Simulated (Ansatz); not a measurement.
# CH₂Br radical: a ladder of functionals and wavefunction methods

How much do the methods differ for CH₂Br radical? The plan is to run it at one geometry with functionals of several rungs and with coupled cluster, and see how far each lands from CCSD(T) at the basis-set limit for the atomisation energy.

Program: Ansatz 0.2.0, Gaussian basis. Level of theory: functionals in def2-TZVPP, the program's frozen cores in correlated methods. These are calculated values, not measurements.

Levels to be run: LDA (SPW92), PBE-D4, revPBE-D4, BLYP-D4, r2SCAN-D4, B97M-V, PBE0-D4, B3LYP-D4, r2SCANh-D4, r2SCAN0-D4, HSE06-D4, BHLYP-D4, CAM-B3LYP-D4, LC-ωPBE, ωB97X-V, ωB97M-V, B2PLYP, PBE-QIDH; CCSD(T)/def2-SVP; CCSD(T)/def2-TZVPP; CCSD(T)/def2-QZVPP; extrapolation to the limit; RPA on PBE.

## 1. Structure used throughout

All runs share one geometry, relaxed beforehand with PBE0-D4 in a triple-zeta def2 set.

SMILES `[CH2]Br`, 4 atoms, charge 0, spin multiplicity 2.

Atoms are counted from 1 here; the program's logs count them from 0.

Bond lengths: C1–Br2 1.840 Å, C1–H3 1.078 Å, C1–H4 1.078 Å. Angles: Br2–C1–H3 117.8°, Br2–C1–H4 117.8°, H3–C1–H4 124.3°.

## 2. LDA

This LDA is Slater exchange with PW92 correlation.

File in.yaml:

```yaml
crystal:
  periodic: [false, false, false]
  atoms:
    - {symbol: C, position_ang: [-0.007985, -0.192191, -0.112533]}
    - {symbol: Br, position_ang: [0.183529, 1.372533, 0.837134]}
    - {symbol: H, position_ang: [-0.352407, -0.123759, -1.131609]}
    - {symbol: H, position_ang: [0.232463, -1.116783, 0.386606]}
basis:
  gaussian: {orbitals: def2-TZVPP}
magnetization: {spin_polarized: true, initial_magnetization: 1}
hamiltonian: {xc: lda}
output: {orbitals: {seedname: orbitals}}
```

On the command line:

```
ansatz run in.yaml --threads 2 --pin off --events-out ev --progress --plain --max-ram 32768MiB --backend cpu
```

After this run come: PBE-D4 (GGA); revPBE-D4 (GGA); BLYP-D4 (GGA); r2SCAN-D4 (meta-GGA); B97M-V (meta-GGA); PBE0-D4 (hybrid); B3LYP-D4 (hybrid); r2SCANh-D4 (hybrid); r2SCAN0-D4 (hybrid); HSE06-D4 (hybrid); BHLYP-D4 (hybrid); CAM-B3LYP-D4 (range-separated); LC-ωPBE (range-separated); ωB97X-V (range-separated); ωB97M-V (range-separated); B2PLYP (double hybrid); PBE-QIDH (double hybrid); CCSD(T) in def2-SVP; CCSD(T) in def2-TZVPP; CCSD(T) in def2-QZVPP; RPA on PBE orbitals.

Before running them: what should the planned runs give, taken together? Wanted: atomisation energy, CCSD(T)/CBS; farthest beyond LDA; mean size of error, GGA; mean size of error, meta-GGA; mean size of error, hybrid; mean size of error, range-separated; mean size of error, double hybrid; gap, smallest and largest; T1 diagnostic.

The runs gave:

```
                               quantity                                                                                                value
        atomisation energy, CCSD(T)/CBS                                                                                            12.021 eV
    functionals within 0.120 eV (1.0 %)  revPBE-D4, BLYP-D4, B97M-V, B3LYP-D4, r2SCAN0-D4, CAM-B3LYP-D4, LC-ωPBE, ωB97X-V, ωB97M-V, PBE-QIDH
                    farthest beyond LDA                                                                                   PBE-D4 (+0.389 eV)
                mean size of error, GGA                                                                                             0.158 eV
           mean size of error, meta-GGA                                                                                             0.118 eV
             mean size of error, hybrid                                                                                             0.147 eV
    mean size of error, range-separated                                                                                             0.037 eV
      mean size of error, double hybrid                                                                                             0.063 eV
              gap, smallest and largest                                                             1.31 eV (LDA (SPW92)), 9.71 eV (LC-ωPBE)
                          T1 diagnostic                                                                                               0.0137
triples share of the correlation energy                                                                                                3.4 %
```

The LDA atomisation energy is off by 1.878 eV (16 %): it overbinds. PBE-D4 is off by +0.389 eV. Double hybrids carry the basis error of their MP2 part in triple zeta, and no dispersion term here, so their miss is partly the set-up's. The rungs range-separated, double hybrid, meta-GGA miss on average by less than the doubt on the reference (0.120 eV), so they tie. Misses under about 0.120 eV are within the doubt on the reference itself, which lacks core-valence correlation, relativity and higher excitations, and its outer-core shells are covered unevenly. All levels share the lack of spin-orbit coupling, which lowers the free heavy atoms and so the true binding. Hartree-Fock recovers 73 % of the binding; the rest is correlation. CCSD(T) in def2-SVP is off by -0.748 eV, more than most functionals: a good method in a small basis is no reference. The gap grows from 1.3 to 9.7 eV across the functionals, mostly with the share of exact exchange. Correlated methods include outer-core shells of Br, which these sets cover unevenly.
